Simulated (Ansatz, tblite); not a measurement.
**The cluster Zn4H14Se4: one state, many levels**

How do method and basis change the picture of the cluster Zn4H14Se4 (singlet)?

Method: as each input shows; program: Ansatz 0.2.0, Gaussian basis.

Plan: GFN1-xTB, GFN2-xTB, PBE-D4/def2-TZVP, r2SCAN-D4/def2-TZVP, PBE-D4/def2-SVP, PBE0-D4/def2-SVP.

1 further run of the same task is left out (set aside as unsound or not needed).

## Step 1: The geometry

The geometry is that of the singlet, from an earlier relaxation (r2SCAN-D4/def2-SVP).

22 atoms, charge 0, spin multiplicity 1.

Bond lengths: Zn1–Se4 2.603 Å, Zn1–H9 1.550 Å, Zn1–H10 1.592 Å, Se2–Zn6 2.577 Å, Se2–H11 1.483 Å, Se2–H12 1.483 Å, Zn3–Se4 2.602 Å, Zn3–H13 1.592 Å, Zn3–H14 1.550 Å, Se4–Zn7 2.605 Å, Se4–H15 1.467 Å, Se5–Zn6 2.576 Å, Se5–H16 1.483 Å, Se5–H17 1.484 Å, Zn6–Se8 2.577 Å, Zn6–H18 1.555 Å, Zn7–H19 1.550 Å, Zn7–H20 1.591 Å and more. Angles: Se4–Zn1–H9 110.5°, Se4–Zn1–H10 101.7°, H9–Zn1–H10 147.8°, Zn6–Se2–H11 93.9°, Zn6–Se2–H12 93.2°, H11–Se2–H12 91.3°, Se4–Zn3–H13 101.7°, Se4–Zn3–H14 110.6°, H13–Zn3–H14 147.7°, Zn1–Se4–Zn3 116.0°, Zn1–Se4–Zn7 116.7°, Zn1–Se4–H15 100.1°, Zn3–Se4–Zn7 117.9°, Zn3–Se4–H15 100.3°, Zn7–Se4–H15 100.4°, Zn6–Se5–H16 93.0°, Zn6–Se5–H17 93.8°, H16–Se5–H17 91.3° and more.

PBE0-D4/def2-TZVP was run before; its log isn't repeated, and its numbers join the tables.

## Step 2: GFN1-xTB

Tight binding, by tblite at 300 K electronic temperature and without a spin-polarisation term:

```python
tblite.interface.Calculator('GFN1-xTB', numbers, positions, charge=0, uhf=0).singlepoint()
```

Energy -658.3827 eV, HOMO -10.15 eV, LUMO -6.00 eV; 0.022 s.

## Step 3: GFN2-xTB

Tight binding, by tblite at 300 K electronic temperature and without a spin-polarisation term:

```python
tblite.interface.Calculator('GFN2-xTB', numbers, positions, charge=0, uhf=0).singlepoint()
```

Energy -600.2056 eV, HOMO -10.83 eV, LUMO -7.28 eV; 0.018 s.

## Step 4: PBE-D4/def2-TZVP

start.molden holds the orbitals of an earlier run on this state, given as this run's starting guess.

Contents of in.yaml:

```yaml
crystal:
  periodic: [false, false, false]
  atoms:
    - {symbol: Zn, position_ang: [-2.533930, -0.287450, -1.617893]}
    - {symbol: Se, position_ang: [-1.100923, -1.974596, 0.914941]}
    - {symbol: Zn, position_ang: [1.507251, -2.066441, -1.626333]}
    - {symbol: Se, position_ang: [0.010718, 0.013807, -2.077880]}
    - {symbol: Se, position_ang: [2.268652, 0.030859, 0.926767]}
    - {symbol: Zn, position_ang: [0.005055, -0.005370, 2.156041]}
    - {symbol: Zn, position_ang: [1.017948, 2.367249, -1.597978]}
    - {symbol: Se, position_ang: [-1.158875, 1.941184, 0.932621]}
    - {symbol: H, position_ang: [-3.281834, -0.654221, -2.924444]}
    - {symbol: H, position_ang: [-2.615090, -0.005101, -0.053163]}
    - {symbol: H, position_ang: [-0.462535, -3.005032, 1.769132]}
    - {symbol: H, position_ang: [-2.304228, -1.952523, 1.782264]}
    - {symbol: H, position_ang: [1.328139, -2.259854, -0.056145]}
    - {symbol: H, position_ang: [2.157743, -2.564974, -2.941774]}
    - {symbol: H, position_ang: [0.008796, 0.021162, -3.544823]}
    - {symbol: H, position_ang: [2.845264, -1.026926, 1.792024]}
    - {symbol: H, position_ang: [2.834260, 1.094118, 1.793616]}
    - {symbol: H, position_ang: [0.001289, -0.013495, 3.710519]}
    - {symbol: H, position_ang: [1.071299, 3.206944, -2.899453]}
    - {symbol: H, position_ang: [1.309368, 2.282596, -0.035857]}
    - {symbol: H, position_ang: [-2.369283, 1.892785, 1.788641]}
    - {symbol: H, position_ang: [-0.539081, 2.965271, 1.809168]}
basis:
  gaussian: {orbitals: def2-TZVP, fitting: {mean_field: def2-universal-jkfit}, initial_orbitals: start.molden}
hamiltonian: {xc: pbe, dispersion: d4}
scf: {omitted_lower_state_checks: [starts]}
output: {orbitals: {seedname: orbitals}}
```

The run is started by

```bash
> ansatz run in.yaml --threads 2 --pin off --events-out ev --progress --plain --max-ram 32768MiB --backend cuda --devices 0, --max-vram 18GiB
```

After this run come: r2SCAN-D4/def2-TZVP; PBE-D4/def2-SVP; PBE0-D4/def2-SVP.

Q: Predict the results of all the runs planned. Wanted: gap in def2-TZVP, named functionals, smallest and largest; binding an atom, functionals in def2-TZVP; PBE0 total energy, smallest basis above largest.

As calculated:

```
                                                 quantity                                  value
gap in def2-TZVP, named functionals, smallest and largest    4.19 eV (PBE-D4), 6.03 eV (PBE0-D4)
                binding an atom, functionals in def2-TZVP  2.01 (PBE0-D4) to 2.07 eV (r2SCAN-D4)
          PBE0 total energy, smallest basis above largest         59.99 eV (def2-SVP, def2-TZVP)
```

What this shows: Orbital gaps of the named functionals in def2-TZVP span 4.19 eV (PBE-D4) to 6.03 eV (PBE0-D4); exact exchange widens it.
